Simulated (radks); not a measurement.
**Polarisabilities and dispersion coefficients of Li, Be⁺, B²⁺ and others**

One table from this session's results is given with a row withheld; the runs are named, their logs left out.

The numbers are computed with radks (a radial shooting solver on a logarithmic mesh, Libxc functionals) version 1 (scalar-relativistic Kohn-Sham, LB94 model potential, spin-unpolarised, spherical densities, finite nucleus), except any that are marked as measured or tabulated.

## What is computed

```
species : Li ([He] 2s1), Be⁺ ([He] 2s1), B²⁺ ([He] 2s1), C³⁺ ([He] 2s1), N⁴⁺ ([He] 2s1), O⁵⁺ ([He] 2s1), F⁶⁺ ([He] 2s1), Ne⁷⁺ ([He] 2s1)
```

LB94 adds a gradient term to the LDA potential that gives it a −1/r tail. It is a model potential with no energy functional, so Etot and Exc are not given.

Set-up of the first run:

The run's settings:

```text
Z 3
configuration [He] 2s1
relativity scalar-relativistic
functional lda,pw
model_potential LB94
spin unpolarised
nucleus finite rms 2.444 fm
c 137.035999084
response adiabatic LDA kernel
```

Among the steps run: Li, [He] 2s1; Be⁺, [He] 2s1; B²⁺, [He] 2s1; C³⁺, [He] 2s1; N⁴⁺, [He] 2s1; O⁵⁺, [He] 2s1; F⁶⁺, [He] 2s1; Ne⁷⁺, [He] 2s1.

One of the session's tables, all rows but one given; the rest of the session is left out.

```
species  −ε(HOMO) (eV)  α (bohr³)  α uncoupled (bohr³)  C6 (hartree bohr⁶)  C8 (hartree bohr⁸)
     Li          5.059      130.5                169.0               953.4               78425
    Be⁺         17.525      19.91                27.09               47.84                1056
    B²⁺         36.863      6.488                8.947               7.668               73.13
    C³⁺         63.024      2.890                4.006               2.016               10.23
    N⁴⁺              ?          ?                    ?                   ?                   ?
    O⁵⁺         135.80     0.9069                1.260              0.2926              0.5809
    F⁶⁺         182.43     0.5800               0.8060              0.1387              0.1899
   Ne⁷⁺         235.90     0.3926               0.5451             0.07226             0.07133
```

Estimate the missing values for N⁴⁺.

The run gave: −ε(HOMO) (eV): 96.002; α (bohr³): 1.532; α uncoupled (bohr³): 2.127; C6 (hartree bohr⁶): 0.7012; C8 (hartree bohr⁸): 2.139. In the column «−ε(HOMO) (eV)» it lies between C³⁺ (63.024) and O⁵⁺ (135.80).

What this shows: Uncoupled leaves out the potential induced by the response; Li is the most polarisable and Ne⁷⁺ the least, a factor 332 apart. C8 is given only where no p, d or f shell is open.
